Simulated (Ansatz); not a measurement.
# FGaH6O2: the cost of one run

Program: Ansatz 0.2.0. Level of theory: RKS PBE-D4/def2-SVP. These are calculated values, not measurements.

**1. The structure to begin with**

Bond lengths: Ga1–F2 2.125 Å, Ga1–H3 1.532 Å, Ga1–H4 1.531 Å, Ga1–O6 2.193 Å, O6–H9 0.957 Å, O8–H10 0.960 Å. Angles: F2–Ga1–H3 109.8°, F2–Ga1–H4 101.5°, F2–Ga1–O6 88.5°, H3–Ga1–H4 132.6°, H3–Ga1–O6 111.2°, H4–Ga1–O6 104.2°, Ga1–O6–H9 124.8°.

Structure file:

```xyz
10

Ga   -1.3715    0.5237   -0.6258
F     0.5322    0.3427   -1.5536
H    -2.4056   -0.3000   -1.4004
H    -1.3453    1.9813   -0.1595
H     0.6767   -0.5472    0.8693
O    -0.5811   -0.6008    1.0832
H     1.3091   -0.0077   -0.7007
O     1.8454   -0.3521    0.3982
H    -0.8058   -1.5070    1.2915
H     2.1459    0.4672    0.7979
```

**2. A restrained relaxation towards end A**

Springs on the bonds that form and break draw the guess towards this end; the thresholds are loose.

File input.yaml:

```yaml
crystal:
  periodic: [false, false, false]
  atoms:
    - { symbol: Ga, position_ang: [-1.3715, 0.5237, -0.6258] }
    - { symbol: F, position_ang: [0.5322, 0.3427, -1.5536] }
    - { symbol: H, position_ang: [-2.4056, -0.3, -1.4004] }
    - { symbol: H, position_ang: [-1.3453, 1.9813, -0.1595] }
    - { symbol: H, position_ang: [0.6767, -0.5472, 0.8693] }
    - { symbol: O, position_ang: [-0.5811, -0.6008, 1.0832] }
    - { symbol: H, position_ang: [1.3091, -0.0077, -0.7007] }
    - { symbol: O, position_ang: [1.8454, -0.3521, 0.3982] }
    - { symbol: H, position_ang: [-0.8058, -1.507, 1.2915] }
    - { symbol: H, position_ang: [2.1459, 0.4672, 0.7979] }
basis:
  gaussian: { orbitals: def2-SVP }
hamiltonian:
  xc: pbe
  dispersion: d4
relax:
  f_tol: 0.15
  max_steps: 25
  restrain:
    - { distance: [0, 5], at: 3.18, k: 30.0 }
    - { distance: [4, 7], at: 2.27, k: 30.0 }
    - { distance: [6, 1], at: 2.18, k: 30.0 }
    - { distance: [0, 1], at: 1.79, k: 30.0 }
    - { distance: [4, 5], at: 0.97, k: 30.0 }
    - { distance: [6, 7], at: 0.97, k: 30.0 }
output:
  orbitals: {}
```

Run with:

```sh
$ ansatz run input.yaml --threads 2 --pin off --max-ram 3072MiB --backend cpu --events-out ev --progress --plain --runs-dir out
```

Q: Estimate wall time and peak memory on 2 threads of Intel Xeon Platinum 8488C (Sapphire Rapids), shared host.

About 12 s, with a peak of 0.16 GiB.
